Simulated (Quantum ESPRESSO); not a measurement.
# MoSe (Pm-3m) in Quantum ESPRESSO: single point with PBE

Aim: the single point of MoSe with PBE.

All numbers are computed with Quantum ESPRESSO 7.5; they aren't measurements. Logs are shortened: lines on timing, memory, paths and dates and some standing lists are left out, and cuts for length are marked.

## (1) Starting point

Symmetry: Pm-3m, No. 221, cubic system. The conventional cell has a = 3.500 Å, b = 3.500 Å, c = 3.500 Å, α = 90.00°, β = 90.00°, γ = 90.00°. Mo (site symmetry m-3m) is surrounded by 8 Se at 3.03 Å. Se (site symmetry m-3m) is surrounded by 8 Mo at 3.03 Å.

The cell was built by a generator and needn't be a form met in nature.

## (2) Single point, PBE

The input, scf.in:

```
&CONTROL
  calculation = 'scf'
  prefix = 'pwscf'
  outdir = './tmp'
  pseudo_dir = './pseudo'
/
&SYSTEM
  ibrav = 0
  nat = 2
  ntyp = 2
  ecutwfc = 86
  nbnd = 22
  occupations = 'smearing'
  smearing = 'fd'
  degauss = 0.00367493
  force_symmorphic = .true.
/
&ELECTRONS
  conv_thr = 4d-10
  electron_maxstep = 120
  mixing_beta = 0.5
/
ATOMIC_SPECIES
Mo    95.9500 Mo.upf
Se    78.9710 Se.upf
CELL_PARAMETERS angstrom
   3.5002295900    0.0000000000    0.0000000000
   0.0000000000    3.5002295900    0.0000000000
   0.0000000000    0.0000000000    3.5002295900
ATOMIC_POSITIONS crystal
Mo     0.0000000000    0.0000000000    0.0000000000
Se     0.5000000000    0.5000000000    0.5000000000
K_POINTS automatic
8 8 8 0 0 0
```

The input, nscf.in:

```
&CONTROL
  calculation = 'nscf'
  prefix = 'pwscf'
  outdir = './tmp'
  pseudo_dir = './pseudo'
/
&SYSTEM
  ibrav = 0
  nat = 2
  ntyp = 2
  ecutwfc = 86
  nbnd = 35
  occupations = 'smearing'
  smearing = 'fd'
  degauss = 0.00367493
  force_symmorphic = .true.
/
&ELECTRONS
  conv_thr = 1d-08
  diago_full_acc = .true.
  diago_thr_init = 1d-06
/
ATOMIC_SPECIES
Mo    95.9500 Mo.upf
Se    78.9710 Se.upf
CELL_PARAMETERS angstrom
   3.5002295900    0.0000000000    0.0000000000
   0.0000000000    3.5002295900    0.0000000000
   0.0000000000    0.0000000000    3.5002295900
ATOMIC_POSITIONS crystal
Mo     0.0000000000    0.0000000000    0.0000000000
Se     0.5000000000    0.5000000000    0.5000000000
K_POINTS automatic
8 8 8 0 0 0
```

Potentials or basis: PseudoDojo 0.5 SR PBE standard.

Run with:

```sh
$ OMP_NUM_THREADS=1 pw.x -in scf.in > scf.out
$ OMP_NUM_THREADS=1 pw.x -in nscf.in > nscf.out
```

scf.out:

```text
This program is part of the open-source Quantum ESPRESSO suite
     for quantum simulation of materials; please cite
[... 9 lines left out ...]
     --------------------
     sticks:   dense  smooth     PW     G-vecs:    dense   smooth      PW
     Sum        1201    1201    349                31343    31343    4945

     Using Slab Decomposition

     bravais-lattice index     =            0
     lattice parameter (alat)  =       6.6145  a.u.
     unit-cell volume          =     289.3918 (a.u.)^3
     number of atoms/cell      =            2
     number of atomic types    =            2
     number of electrons       =        30.00
     number of Kohn-Sham states=           22
     kinetic-energy cutoff     =      86.0000  Ry
     charge density cutoff     =     344.0000  Ry
     scf convergence threshold =      4.0E-10
     mixing beta               =       0.5000
     number of iterations used =            8  plain     mixing
     Exchange-correlation= PBE
                           (   1   4   3   4   0   0   0)

     celldm(1)=   6.614475  celldm(2)=   0.000000  celldm(3)=   0.000000
     celldm(4)=   0.000000  celldm(5)=   0.000000  celldm(6)=   0.000000

     crystal axes: (cart. coord. in units of alat)
               a(1) = (   1.000000   0.000000   0.000000 )
               a(2) = (   0.000000   1.000000   0.000000 )
               a(3) = (   0.000000   0.000000   1.000000 )

     reciprocal axes: (cart. coord. in units 2 pi/alat)
               b(1) = (  1.000000  0.000000  0.000000 )
               b(2) = (  0.000000  1.000000  0.000000 )
               b(3) = (  0.000000  0.000000  1.000000 )

     PseudoPot. # 1 for Mo read from file:
     Mo.upf
     Pseudo is Norm-conserving + core correction, Zval = 14.0
     Generated using ONCVPSP code by D. R. Hamann
     Using radial grid of 1640 points,  6 beta functions with:
                l(1) =   0
                l(2) =   0
                l(3) =   1
                l(4) =   1
                l(5) =   2
                l(6) =   2

     PseudoPot. # 2 for Se read from file:
     Se.upf
     Pseudo is Norm-conserving + core correction, Zval = 16.0
     Generated using ONCVPSP code by D. R. Hamann
     Using radial grid of 1214 points,  6 beta functions with:
                l(1) =   0
                l(2) =   0
                l(3) =   1
                l(4) =   1
                l(5) =   2
                l(6) =   2

     atomic species   valence    mass     pseudopotential
     Mo               14.00    95.95000     Mo( 1.00)
     Se               16.00    78.97100     Se( 1.00)

     48 Sym. Ops., with inversion, found

   Cartesian axes

     site n.     atom                  positions (alat units)
         1        Mo     tau(   1) = (   0.0000000   0.0000000   0.0000000  )
         2        Se     tau(   2) = (   0.5000000   0.5000000   0.5000000  )

     number of k points=    35  Fermi-Dirac smearing, width (Ry)=  0.0037
                       cart. coord. in units 2pi/alat
        k(    1) = (   0.0000000   0.0000000   0.0000000), wk =   0.0039062
        k(    2) = (   0.0000000   0.0000000   0.1250000), wk =   0.0234375
        k(    3) = (   0.0000000   0.0000000   0.2500000), wk =   0.0234375
        k(    4) = (   0.0000000   0.0000000   0.3750000), wk =   0.0234375
        k(    5) = (   0.0000000   0.0000000  -0.5000000), wk =   0.0117188
        k(    6) = (   0.0000000   0.1250000   0.1250000), wk =   0.0468750
[... 27 lines left out ...]
        k(   34) = (   0.3750000  -0.5000000  -0.5000000), wk =   0.0234375
        k(   35) = (  -0.5000000  -0.5000000  -0.5000000), wk =   0.0039062

     Dense  grid:    31343 G-vectors     FFT dimensions: (  40,  40,  40)

     Initial potential from superposition of free atoms

     starting charge      29.9985, renormalised to      30.0000
     Starting wfcs are   19 randomized atomic wfcs +    3 random wfcs

     Self-consistent Calculation

     iteration #  1     ecut=    86.00 Ry     beta= 0.50
     Davidson diagonalization with overlap
     ethr =  1.00E-02,  avg # of iterations =  3.3

     Threshold (ethr) on eigenvalues was too large:
     Diagonalizing with lowered threshold

     Davidson diagonalization with overlap
     ethr =  7.94E-04,  avg # of iterations =  1.0

     total energy              =    -382.81592927 Ry
     estimated scf accuracy    <       0.24182783 Ry

     iteration #  2     ecut=    86.00 Ry     beta= 0.50
     Davidson diagonalization with overlap
     ethr =  8.06E-04,  avg # of iterations =  2.0

     total energy              =    -382.82963835 Ry
     estimated scf accuracy    <       0.48206592 Ry

     iteration #  3     ecut=    86.00 Ry     beta= 0.50
     Davidson diagonalization with overlap
     ethr =  8.06E-04,  avg # of iterations =  1.9

     total energy              =    -382.91566334 Ry
     estimated scf accuracy    <       0.00907966 Ry

     iteration #  4     ecut=    86.00 Ry     beta= 0.50
     Davidson diagonalization with overlap
     ethr =  3.03E-05,  avg # of iterations =  1.8

     total energy              =    -382.91684532 Ry
     estimated scf accuracy    <       0.00016103 Ry

     iteration #  5     ecut=    86.00 Ry     beta= 0.50
     Davidson diagonalization with overlap
     ethr =  5.37E-07,  avg # of iterations =  3.9
[... 15 lines left out ...]
     total energy              =    -382.91688342 Ry
     estimated scf accuracy    <       0.00000007 Ry

     iteration #  8     ecut=    86.00 Ry     beta= 0.50
     Davidson diagonalization with overlap
     ethr =  2.25E-10,  avg # of iterations =  3.6

     total energy              =    -382.91688344 Ry
     estimated scf accuracy    <       0.00000001 Ry

     iteration #  9     ecut=    86.00 Ry     beta= 0.50
     Davidson diagonalization with overlap
     ethr =  3.98E-11,  avg # of iterations =  2.0

     total energy              =    -382.91688344 Ry
     estimated scf accuracy    <          8.2E-10 Ry

     iteration # 10     ecut=    86.00 Ry     beta= 0.50
     Davidson diagonalization with overlap
     ethr =  2.73E-12,  avg # of iterations =  2.0

     End of self-consistent calculation

          k = 0.0000 0.0000 0.0000 (  3887 PWs)   bands (ev):

   -48.1327 -35.4113 -35.4113 -35.4059 -35.4059 -35.4059 -22.1313 -22.1313
   -22.1313  -1.2345  11.0532  11.0532  11.5422  11.5422  11.5422  13.5667
    13.5667  13.5667  13.9064  21.5356  21.5356  26.9422

          k = 0.0000 0.0000 0.1250 (  3879 PWs)   bands (ev):

   -48.1320 -35.4113 -35.4110 -35.4059 -35.4059 -35.4059 -22.1432 -22.1303
   -22.1303  -1.1257   9.9315  11.1217  11.3228  11.3228  11.9018  13.5903
    13.8847  13.8847  14.8578  21.1580  21.9201  25.3422

          k = 0.0000 0.0000 0.2500 (  3880 PWs)   bands (ev):

   -48.1304 -35.4112 -35.4104 -35.4061 -35.4061 -35.4059 -22.1719 -22.1277
   -22.1277  -0.8395   8.3331  10.9260  10.9260  11.2973  12.6839  13.6481
    14.5716  14.5716  16.1314  20.3382  22.2548  23.2904

          k = 0.0000 0.0000 0.3750 (  3904 PWs)   bands (ev):

   -48.1288 -35.4112 -35.4098 -35.4063 -35.4063 -35.4059 -22.2005 -22.1251
   -22.1251  -0.5094   7.1274  10.6199  10.6199  11.4901  13.7014  13.7074
    15.2810  15.2810  16.9134  19.6013  20.9217  21.7497

          k = 0.0000 0.0000-0.5000 (  3948 PWs)   bands (ev):

   -48.1282 -35.4112 -35.4095 -35.4063 -35.4063 -35.4058 -22.2123 -22.1241
   -22.1241  -0.3550   6.6717  10.5085  10.5085  11.5761  13.7323  14.2690
    15.6158  15.6158  17.1773  19.3114  20.0719  21.1358
[... 33 lines left out ...]
   -48.1266 -35.4107 -35.4094 -35.4064 -35.4062 -35.4061 -22.1956 -22.1645
   -22.1219  -0.2752   7.7261   9.3095  11.0857  11.8211  13.0710  13.5314
    13.9446  14.7402  17.5267  19.7775  22.0538  23.0053

          k = 0.0000 0.2500-0.5000 (  3894 PWs)   bands (ev):

   -48.1260 -35.4107 -35.4092 -35.4065 -35.4063 -35.4061 -22.2071 -22.1632
   -22.1209  -0.1610   7.3810   9.4282  11.0766  11.7581  13.1449  13.6819
    14.2065  14.6068  17.2313  19.5339  21.9632  22.9867

          k = 0.0000 0.3750 0.3750 (  3896 PWs)   bands (ev):

   -48.1251 -35.4105 -35.4090 -35.4065 -35.4062 -35.4062 -22.1925 -22.1917
   -22.1196  -0.0919   8.1504   8.6736  11.5310  11.6541  12.7951  13.2001
    14.0722  14.1666  16.7817  20.5931  22.3245  23.4106

          k = 0.0000 0.3750-0.5000 (  3906 PWs)   bands (ev):

   -48.1244 -35.4104 -35.4088 -35.4066 -35.4063 -35.4062 -22.2035 -22.1907
   -22.1187  -0.0107   8.0744   8.7448  11.4597  11.7551  12.8030  13.0929
    13.6379  14.3354  16.5753  20.7977  22.2423  23.2205

          k = 0.0000-0.5000-0.5000 (  3900 PWs)   bands (ev):

   -48.1238 -35.4103 -35.4086 -35.4066 -35.4063 -35.4063 -22.2020 -22.2020
   -22.1177   0.0554   8.4760   8.4760  11.1316  12.6036  12.6738  12.6738
    12.8989  14.4681  16.4509  21.7351  21.7351  22.7895

          k = 0.1250 0.1250 0.1250 (  3896 PWs)   bands (ev):

   -48.1307 -35.4109 -35.4109 -35.4060 -35.4060 -35.4060 -22.1419 -22.1406
   -22.1406  -0.9241   9.8454  10.1398  10.1398  12.1924  12.1924  13.7208
    13.8617  13.8617  16.6111  21.7513  21.7513  22.9222

          k = 0.1250 0.1250 0.2500 (  3897 PWs)   bands (ev):

   -48.1291 -35.4109 -35.4103 -35.4062 -35.4061 -35.4060 -22.1694 -22.1387
   -22.1379  -0.6672   8.5447  10.0953  10.3093  11.8917  12.8309  13.4115
    14.0608  14.6127  17.5204  21.2372  21.4032  22.6600

          k = 0.1250 0.1250 0.3750 (  3897 PWs)   bands (ev):

   -48.1275 -35.4108 -35.4096 -35.4063 -35.4063 -35.4060 -22.1976 -22.1361
   -22.1353  -0.3753   7.4468  10.0089  10.5703  11.7927  13.1729  13.6685
    14.1800  15.3076  17.9451  19.8793  20.7139  21.3025

          k = 0.1250 0.1250-0.5000 (  3914 PWs)   bands (ev):

   -48.1269 -35.4108 -35.4094 -35.4064 -35.4063 -35.4060 -22.2093 -22.1350
   -22.1342  -0.2408   7.0308   9.9631  10.6547  11.7868  13.2917  13.8456
    14.2898  15.6183  18.3809  18.8098  20.5830  20.6808

          k = 0.1250 0.2500 0.2500 (  3903 PWs)   bands (ev):
[... 7 lines left out ...]
   -48.1260 -35.4105 -35.4094 -35.4064 -35.4063 -35.4061 -22.1942 -22.1633
   -22.1332  -0.2010   7.8503   9.2475  10.6059  12.0011  12.8776  13.2702
    14.1440  15.1027  17.5365  20.0115  21.3765  22.2717

          k = 0.1250 0.2500-0.5000 (  3876 PWs)   bands (ev):

   -48.1253 -35.4104 -35.4092 -35.4065 -35.4063 -35.4061 -22.2057 -22.1620
   -22.1322  -0.0895   7.4938   9.3070  10.8180  11.9434  12.9259  13.0590
    14.3251  15.3011  17.4135  19.6539  20.7935  22.2428

          k = 0.1250 0.3750 0.3750 (  3905 PWs)   bands (ev):

   -48.1244 -35.4102 -35.4090 -35.4066 -35.4063 -35.4063 -22.1912 -22.1904
   -22.1308  -0.0101   8.2101   8.5894  10.7959  11.8997  12.9153  12.9228
    14.2732  14.7555  16.9158  20.2095  21.4059  23.0548

          k = 0.1250 0.3750-0.5000 (  3900 PWs)   bands (ev):

   -48.1238 -35.4102 -35.4088 -35.4066 -35.4063 -35.4063 -22.2021 -22.1894
   -22.1298   0.0748   8.0713   8.6423  10.9832  11.6792  12.8309  12.9077
    14.3909  14.6440  16.6657  20.4273  20.9499  23.4199

          k = 0.1250-0.5000-0.5000 (  3900 PWs)   bands (ev):

   -48.1231 -35.4101 -35.4086 -35.4067 -35.4063 -35.4063 -22.2006 -22.2006
   -22.1288   0.1473   8.3732   8.3732  11.0247  11.4415  12.9212  12.9212
    14.2473  14.4767  16.4598  20.8200  20.8200  23.4568

          k = 0.2500 0.2500 0.2500 (  3893 PWs)   bands (ev):

   -48.1260 -35.4099 -35.4099 -35.4063 -35.4063 -35.4062 -22.1651 -22.1626
   -22.1626  -0.2401   9.1036   9.1036   9.1102  12.5188  12.5188  13.2467
    14.6730  14.6730  17.4128  21.1905  21.1905  23.2694

          k = 0.2500 0.2500 0.3750 (  3892 PWs)   bands (ev):

   -48.1244 -35.4099 -35.4093 -35.4065 -35.4064 -35.4063 -22.1909 -22.1613
   -22.1597  -0.0097   8.1338   8.9904   9.7485  12.4394  12.7862  12.9570
    14.4688  15.3664  17.3855  19.8233  20.2005  23.6054

          k = 0.2500 0.2500-0.5000 (  3872 PWs)   bands (ev):

   -48.1238 -35.4099 -35.4091 -35.4065 -35.4064 -35.4063 -22.2023 -22.1601
   -22.1585   0.0943   7.7671   8.9418  10.1021  12.4309  12.6134  12.9354
    14.4824  15.7086  17.5865  19.2371  19.4761  23.6262

          k = 0.2500 0.3750 0.3750 (  3896 PWs)   bands (ev):

   -48.1229 -35.4096 -35.4090 -35.4066 -35.4064 -35.4064 -22.1880 -22.1872
   -22.1576   0.2022   8.3104   8.3987   9.5389  12.4416  12.9880  13.1863
    14.6242  15.3408  17.1500  19.0101  19.7503  24.0862

          k = 0.2500 0.3750-0.5000 (  3900 PWs)   bands (ev):

   -48.1222 -35.4096 -35.4088 -35.4066 -35.4065 -35.4064 -22.1988 -22.1862
   -22.1565   0.2975   8.0379   8.4109   9.5867  12.3664  13.1835  13.3119
    14.5421  15.5043  16.9066  19.0229  19.2080  24.0766

          k = 0.2500-0.5000-0.5000 (  3900 PWs)   bands (ev):

   -48.1216 -35.4095 -35.4086 -35.4067 -35.4065 -35.4065 -22.1974 -22.1974
   -22.1553   0.3886   8.1479   8.1479   9.4391  12.3266  13.6020  13.6020
    14.4974  15.2346  16.4484  19.1322  19.1322  23.3699

          k = 0.3750 0.3750 0.3750 (  3900 PWs)   bands (ev):

   -48.1213 -35.4090 -35.4090 -35.4066 -35.4066 -35.4066 -22.1852 -22.1840
   -22.1840   0.4409   8.2225   8.2225   8.6875  13.1725  13.4196  13.4196
    15.2654  15.2654  17.1888  18.1856  18.1856  22.7329

          k = 0.3750 0.3750-0.5000 (  3896 PWs)   bands (ev):

   -48.1207 -35.4090 -35.4087 -35.4067 -35.4066 -35.4066 -22.1955 -22.1835
   -22.1827   0.5496   7.9774   8.1530   8.5687  13.4491  13.5033  14.0804
    14.7362  15.8336  17.1954  17.2991  17.9576  22.0258

          k = 0.3750-0.5000-0.5000 (  3916 PWs)   bands (ev):

   -48.1200 -35.4089 -35.4086 -35.4067 -35.4067 -35.4067 -22.1941 -22.1941
   -22.1818   0.6652   7.9468   7.9468   8.2951  13.6062  14.5183  14.6174
    14.6174  15.7391  16.2752  17.4330  17.4330  21.1020

          k =-0.5000-0.5000-0.5000 (  3912 PWs)   bands (ev):

   -48.1194 -35.4086 -35.4086 -35.4067 -35.4067 -35.4067 -22.1927 -22.1927
   -22.1927   0.7934   7.8690   7.8690   7.8690  14.5270  14.5270  15.8892
    15.8892  15.8892  15.9259  15.9259  15.9259  20.1363

     the Fermi energy is    13.1689 ev

!    total energy              =    -382.91688344 Ry
     estimated scf accuracy    <          9.5E-11 Ry
     smearing contrib. (-TS)   =      -0.00211351 Ry
     internal energy E=F+TS    =    -382.91476994 Ry

     The total energy is F=E-TS. E is the sum of the following terms:
     one-electron contribution =    -151.78511596 Ry
     hartree contribution      =      85.79432311 Ry
     xc contribution           =     -68.72201075 Ry
     ewald contribution        =    -248.20196633 Ry

     convergence has been achieved in  10 iterations

=------------------------------------------------------------------------------=
   JOB DONE.
=------------------------------------------------------------------------------=
```

It took 50 s on 1 thread of Arm Neoverse V2, shared host; peak memory 0.1 GiB.

What came out:

* Band gap on the k mesh, mean-field level: none (metal or under the smearing width)
